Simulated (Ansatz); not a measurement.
# Ta: a tetragonal deformation path

One table from this session's results is given with a row withheld; the runs are named, their logs left out.

Method: DFT PBEsol, scalar-relativistic, plane waves, PAW, in Ansatz 0.2.0.

### The structure to begin with

It takes space group Fm-3m (No. 225, cubic). The conventional cell has a = 4.220 Å, b = 4.220 Å, c = 4.220 Å, α = 90.00°, β = 90.00°, γ = 90.00°. Ta (site symmetry m-3m) has 12 Ta at 2.98 Å in its first shell of neighbours.

As a file:

```cif
data_structure
_symmetry_space_group_name_H-M 'Fm-3m'
_symmetry_Int_Tables_number 225
_cell_length_a 4.2200
_cell_length_b 4.2200
_cell_length_c 4.2200
_cell_angle_alpha 90.000
_cell_angle_beta 90.000
_cell_angle_gamma 90.000
_cell_volume 75.15
loop_
_atom_site_label
_atom_site_type_symbol
_atom_site_symmetry_multiplicity
_atom_site_Wyckoff_symbol
_atom_site_fract_x
_atom_site_fract_y
_atom_site_fract_z
_atom_site_occupancy
Ta1 Ta 4 a 0.00000 0.00000 0.00000 1
```

No relaxation comes first: the listed cell is the starting point.

### The reference cell

The reference gives a free energy of -9806.2286 eV, pressure -5.95 GPa, largest force 0.000 eV/Å and gap on the mesh none (metal). It was computed beforehand with the settings of the runs below.

Set-up of the first run:

At fixed volume and fractional coordinates, lengths along (0.000, 0.000, 1.000) are scaled against those across it; ρ is that ratio over its starting value.

Input file input.yaml:

```yaml
crystal:
  lattice:
    - [0.0, 2.3685141521, 1.6745395056]
    - [2.3685141521, 0.0, 1.6745395056]
    - [2.3685141521, 2.3685141521, 0.0]
  atoms:
    - { symbol: Ta, position: [0.0, 0.0, 0.0] }
basis:
  ecutwfc: 420
kpoints:
  mp_grid: { grid: [22, 22, 22] }
hamiltonian:
  xc: pbesol
scf:
  occupations: { method: gaussian, width: 0.15 }
output:
  forces: true
  stress: true
  eigenvalues: true
```

Command:

```sh
$ ansatz run input.yaml --threads 1 --pin off --max-ram 2560MiB --backend cpu --events-out ev --progress --plain --runs-dir out
```

Steps of the session up to this table: Point ρ = 0.707; At ρ = 1.414; Point ρ = 0.850; ρ = 1.200; At ρ = 0.780; At ρ = 1.300; Point ρ = 0.920; At ρ = 1.100; Point ρ = 0.650; At ρ = 1.500; ρ = 0.960; Point ρ = 1.050.

One of the session's tables, all rows but one given; the rest of the session is left out.

It belongs to the step «The scan collected». 

| ρ | ΔE (meV/atom) | pressure (GPa) |
| --- | --- | --- |
| 0.650 | -212.6 | -10.8 |
| 0.707 | -236.1 | -11.3 |
| 0.780 | -201.9 | -10.6 |
| 0.850 | -124.7 | -8.9 |
| 0.920 | -40.4 | -7.0 |
| 0.960 | -9.4 | -6.3 |
| 1.000 | 0.0 | -5.9 |
| 1.050 | -11.5 | -6.4 |
| 1.100 | ? | ? |
| 1.200 | -78.4 | -8.1 |
| 1.300 | -48.0 | -7.6 |
| 1.414 | 89.2 | -5.0 |
| 1.500 | 255.6 | -1.6 |

Q: Estimate the row for ρ = 1.100 from the others.

Worked estimate for «ΔE (meV/atom)». A straight line through the neighbours (1.050, -11.5) and (1.200, -78.4) gives -11.5 + (-78.4 + 11.5) × (1.100 − 1.050) / (1.200 − 1.050) = -33.8; a parabola fitted to 4 rows on both sides gives -49.7.

**Answer.** ΔE (meV/atom): -38.2; pressure (GPa): -7.1. In «ΔE (meV/atom)» the line misses by +4.4 and the parabola by -11.5.
